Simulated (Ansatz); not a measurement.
# C2H8AsB: the cost of one run

Computed with Ansatz 0.2.0, driven from Python. The levels of theory stand in the script.

**1. Starting point**

Bond lengths: C1–C2 1.525 Å, C2–B3 1.594 Å, B3–As4 2.039 Å, C1–H5 1.110 Å, C1–H6 1.112 Å, C1–H7 1.111 Å, C2–H8 1.110 Å, C2–H9 1.110 Å, B3–H10 1.182 Å, As4–H11 1.564 Å, As4–H12 1.564 Å. Angles (14 of 18 angles, heavy atoms first): C1–C2–B3 111.6°, C2–B3–As4 119.8°, C1–C2–H8 109.4°, C1–C2–H9 109.4°, B3–C2–H8 108.8°, B3–C2–H9 108.8°, C2–C1–H5 109.4°, C2–C1–H6 110.5°, C2–C1–H7 110.5°, C2–B3–H10 120.8°, As4–B3–H10 119.4°, B3–As4–H11 91.9°, B3–As4–H12 92.1°, H8–C2–H9 108.7°.

No structure file is read: the coordinates are typed or built in the script.

**2. Script**

Contents of c2h8asb.py:

```python
'''Dispersion corrections for C2H8AsB.'''

import warnings

import ansatz as az

BASIS = 'def2-SVP'


def main() -> None:
    warnings.simplefilter('ignore', az.DeckWarning)

    geometry_ang = [
        ('C', [-1.7018, 0.6958, 0.085]),
        ('C', [-0.6705, -0.422, -0.0263]),
        ('B', [0.7989, 0.1018, 0.3]),
        ('As', [2.3752, -1.1889, 0.2175]),
        ('H', [-2.7097, 0.2928, -0.1489]),
        ('H', [-1.4725, 1.5105, -0.6355]),
        ('H', [-1.7185, 1.1091, 1.1166]),
        ('H', [-0.928, -1.2341, 0.6859]),
        ('H', [-0.6832, -0.8346, -1.0571]),
        ('H', [0.9891, 1.2339, 0.5827]),
        ('H', [2.3118, -1.2485, -1.3437]),
        ('H', [3.4092, -0.0158, 0.2237]),
    ]
    geometry = az.Crystal.molecule()
    for symbol, xyz in geometry_ang:
        geometry = geometry.atom(symbol, xyz)

    job = geometry.calculation().basis(gaussian=BASIS)
    for name in ['pbe0', 'revpbe']:
        for correction in ('d3bj', 'd4'):
            report = job.functional(name, dispersion=correction).run().report
            print(f'{name:8s} {correction:5s} total {report["free_energy_ev"]:.5f} eV, of which dispersion {1000 * report["dispersion"]["energy"]["ev"]:.2f} meV')


if __name__ == '__main__':
    main()
```

**3. What the engine is handed**

The engine receives this input (first run):

```yaml
crystal:
  periodic: [false, false, false]
  atoms:
    - { symbol: C, position_ang: [-1.7018, 0.6958, 0.085] }
    - { symbol: C, position_ang: [-0.6705, -0.422, -0.0263] }
    - { symbol: B, position_ang: [0.7989, 0.1018, 0.3] }
    - { symbol: As, position_ang: [2.3752, -1.1889, 0.2175] }
    - { symbol: H, position_ang: [-2.7097, 0.2928, -0.1489] }
    - { symbol: H, position_ang: [-1.4725, 1.5105, -0.6355] }
    - { symbol: H, position_ang: [-1.7185, 1.1091, 1.1166] }
    - { symbol: H, position_ang: [-0.928, -1.2341, 0.6859] }
    - { symbol: H, position_ang: [-0.6832, -0.8346, -1.0571] }
    - { symbol: H, position_ang: [0.9891, 1.2339, 0.5827] }
    - { symbol: H, position_ang: [2.3118, -1.2485, -1.3437] }
    - { symbol: H, position_ang: [3.4092, -0.0158, 0.2237] }
basis:
  gaussian:
    orbitals: def2-SVP
hamiltonian:
  xc: pbe0
  dispersion: d3bj
```

**4. Launch**

Started as:

```console
$ python c2h8asb.py
```

**Question.** How long does this script take on 1 thread of Arm Neoverse V1, shared host, and how much memory does it need?

About 16 s, with a peak of 0.29 GiB.
